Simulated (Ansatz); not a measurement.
# AlNi2: the cost of one run

Computed with Ansatz 0.2.0 (DFT PBEsol, scalar-relativistic, plane waves, PAW, unless a step's input says otherwise).

2 further runs of the same task are left out: 2 set aside as unsound or not needed.

### Step 1. Starting point

It takes space group P-3m1 (No. 164, trigonal). Conventional cell: a = 3.980 Å, b = 3.980 Å, c = 4.904 Å, α = 90.00°, β = 90.00°, γ = 120.00°. Al (site symmetry 3m) has 8 Ni at 2.38 to 2.48 Å in its first shell of neighbours. Ni (site symmetry 3m) is surrounded by 5 Al at 2.38 to 2.48 Å and 3 Ni at 2.47 Å. Around Ni (site symmetry -3m) lie 8 Ni at 2.45 to 2.47 Å and 6 Al at 2.75 Å. Around Ni (site symmetry -3m) lie 8 Ni at 2.45 to 2.77 Å and 6 Al at 2.48 Å.

Structure file:

```cif
data_structure
_symmetry_space_group_name_H-M 'P-3m1'
_symmetry_Int_Tables_number 164
_cell_length_a 3.9798
_cell_length_b 3.9798
_cell_length_c 4.9039
_cell_angle_alpha 90.000
_cell_angle_beta 90.000
_cell_angle_gamma 120.000
_cell_volume 67.27
loop_
_atom_site_label
_atom_site_type_symbol
_atom_site_symmetry_multiplicity
_atom_site_Wyckoff_symbol
_atom_site_fract_x
_atom_site_fract_y
_atom_site_fract_z
_atom_site_occupancy
Al1 Al 2 d 0.33333 0.66667 0.19129 1
Ni1 Ni 2 d 0.33333 0.66667 0.68565 1
Ni2 Ni 1 b 0.00000 0.00000 0.50000 1
Ni3 Ni 1 a 0.00000 0.00000 0.00000 1
```

It goes back to an entry of the Materials Project, which need not be the stable form.

This cell was relaxed beforehand with the same method: volume 11.21 Å³/atom, gap on the mesh none (metal).

### Step 2. Dielectric function

input.yaml reads:

```yaml
crystal:
  lattice:
    - [3.9798378, 0.0, 0.0]
    - [-1.9899189, 3.4466406378, 0.0]
    - [0.0, 0.0, 4.9039493065]
  atoms:
    - { symbol: Al, position: [0.3333333333, 0.6666666667, 0.1912944241] }
    - { symbol: Al, position: [0.6666666667, 0.3333333333, 0.8087055759] }
    - { symbol: Ni, position: [0.3333333333, 0.6666666667, 0.6856484368] }
    - { symbol: Ni, position: [0.6666666667, 0.3333333333, 0.3143515632] }
    - { symbol: Ni, position: [0.0, 0.0, 0.5] }
    - { symbol: Ni, position: [0.0, 0.0, 0.0] }
basis:
  ecutwfc: 420
kpoints:
  mp_grid: { grid: [12, 12, 8] }
hamiltonian:
  xc: pbesol
scf:
  occupations: { method: fermi_dirac, width: 0.15 }
  n_extra_bands: 24
output:
  eigenvalues: true
  optics: { e_range: [0, 14], sigma: 0.1, nscf_kmesh: { grid: [18, 18, 12] } }
checkpoint:
  read: start.run
  write: ck
  compress: false
  write_wavefunctions: false
  write_every: 100000
```

Started as:

```bash
ansatz run input.yaml --threads 2 --pin off --max-ram 6144MiB --backend cpu --events-out ev --progress --plain --runs-dir out
```

Q: Estimate wall time and peak memory on 2 threads of Intel Xeon 6975P-C (Granite Rapids), shared host.

About 9 min, with a peak of 4.4 GiB.
